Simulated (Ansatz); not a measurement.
# Cl2F2Ti: the cost of one run

Program: Ansatz 0.2.0. Level of theory: RKS PBE-D4/def2-mTZVP. These are calculated values, not measurements.

### Step 1. Starting point

Bond lengths: Ti1–F2 1.830 Å, Ti1–Cl3 2.370 Å, Ti1–F4 1.829 Å, Ti1–Cl5 2.368 Å. Angles: F2–Ti1–Cl3 109.4°, F2–Ti1–F4 109.5°, F2–Ti1–Cl5 109.5°, Cl3–Ti1–F4 109.5°, Cl3–Ti1–Cl5 109.5°, F4–Ti1–Cl5 109.5°.

Structure file:

```xyz
5

Ti    0.0000    0.0000    0.0000
F     0.0000    0.0000    1.8300
Cl    2.2349    0.0000   -0.7892
F    -0.8619    1.4933   -0.6094
Cl   -1.1163   -1.9339   -0.7892
```

### Step 2. Relaxing the start

input.yaml reads:

```yaml
crystal:
  periodic: [false, false, false]
  atoms:
    - { symbol: Ti, position_ang: [0.0, 0.0, 0.0] }
    - { symbol: F, position_ang: [0.0, 0.0, 1.83] }
    - { symbol: Cl, position_ang: [2.2349, 0.0, -0.7892] }
    - { symbol: F, position_ang: [-0.8619, 1.4933, -0.6094] }
    - { symbol: Cl, position_ang: [-1.1163, -1.9339, -0.7892] }
basis:
  gaussian: { orbitals: def2-mTZVP }
hamiltonian:
  xc: pbe
  dispersion: d4
relax:
  f_tol: 0.02
  max_steps: 40
output:
  orbitals: {}
```

Run with:

```bash
$ ansatz run input.yaml --threads 4 --pin off --max-ram 5120MiB --backend cpu --events-out ev --progress --plain --runs-dir out
```

**Question.** How long does this run take on 4 threads of Arm Neoverse V2, shared host, and how much memory does it need?

About 6.4 s, with a peak of 0.17 GiB.
